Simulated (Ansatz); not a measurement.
# Tl2SnH4: the cost of one run

Computed with Ansatz 0.2.0 (DFT PBE, scalar-relativistic, plane waves, PAW, unless a step's input says otherwise).

## 1. Starting point

The structure is trigonal, space group R-3m (No. 166). The conventional cell has a = 4.133 Å, b = 4.133 Å, c = 17.091 Å, α = 90.00°, β = 90.00°, γ = 120.00°. Tl (site symmetry 3m) has 3 H at 2.39 Å and 3 Tl at 2.41 Å and 1 Sn at 2.67 Å as nearest neighbours. Sn (site symmetry -3m) has 6 H at 2.07 Å as nearest neighbours. Around H (site symmetry -3m) lie 6 Tl at 2.39 Å. Around H (site symmetry 2/m) lie 2 Sn at 2.07 Å and 4 H at 2.07 Å.

Structure file:

```cif
data_structure
_symmetry_space_group_name_H-M 'R-3m:H'
_symmetry_Int_Tables_number 166
_cell_length_a 4.1327
_cell_length_b 4.1327
_cell_length_c 17.0914
_cell_angle_alpha 90.000
_cell_angle_beta 90.000
_cell_angle_gamma 120.000
_cell_volume 252.79
loop_
_atom_site_label
_atom_site_type_symbol
_atom_site_symmetry_multiplicity
_atom_site_Wyckoff_symbol
_atom_site_fract_x
_atom_site_fract_y
_atom_site_fract_z
_atom_site_occupancy
Tl1 Tl 6 c 0.33333 0.66667 0.82276 1
Sn1 Sn 3 a 0.00000 0.00000 0.00000 1
H1 H 3 b 0.66667 0.33333 0.83333 1
H2 H 9 e 0.50000 0.00000 0.00000 1
```

A structure generator made this guess: random cell by space group and Wyckoff sites (R-3m, No. 166). Its size is a rough estimate.

## 2. A first look at the guess

Contents of input.yaml:

```yaml
crystal:
  lattice:
    - [2.06632904, 1.19299563, 5.69712284]
    - [-2.06632904, 1.19299563, 5.69712284]
    - [0.0, -2.38599126, 5.69712284]
  atoms:
    - { symbol: Tl, position: [0.15609021, 0.15609021, 0.15609021] }
    - { symbol: Tl, position: [0.84390979, 0.84390979, 0.84390979] }
    - { symbol: Sn, position: [0.0, 0.0, 0.0] }
    - { symbol: H, position: [0.5, 0.5, 0.5] }
    - { symbol: H, position: [0.5, 0.5, 0.0] }
    - { symbol: H, position: [0.0, 0.5, 0.5] }
    - { symbol: H, position: [0.5, 0.0, 0.5] }
basis:
  ecutwfc: 420
kpoints:
  mp_grid: { grid: [6, 6, 6] }
hamiltonian:
  xc: pbe
scf:
  occupations: { method: gaussian, width: 0.1 }
  lower_state_search: "off"
output:
  forces: true
  stress: true
  eigenvalues: true
```

Command:

```console
$ ansatz run input.yaml --threads 1 --pin off --max-ram 2560MiB --backend cpu --events-out ev --progress --plain --runs-dir out
```

**Question.** How long does this run take on 1 thread of Intel Xeon Platinum 8259CL at 2.50GHz (Skylake/Cascade Lake), shared host, and how much memory does it need?

About 7.8 s, with a peak of 0.42 GiB.
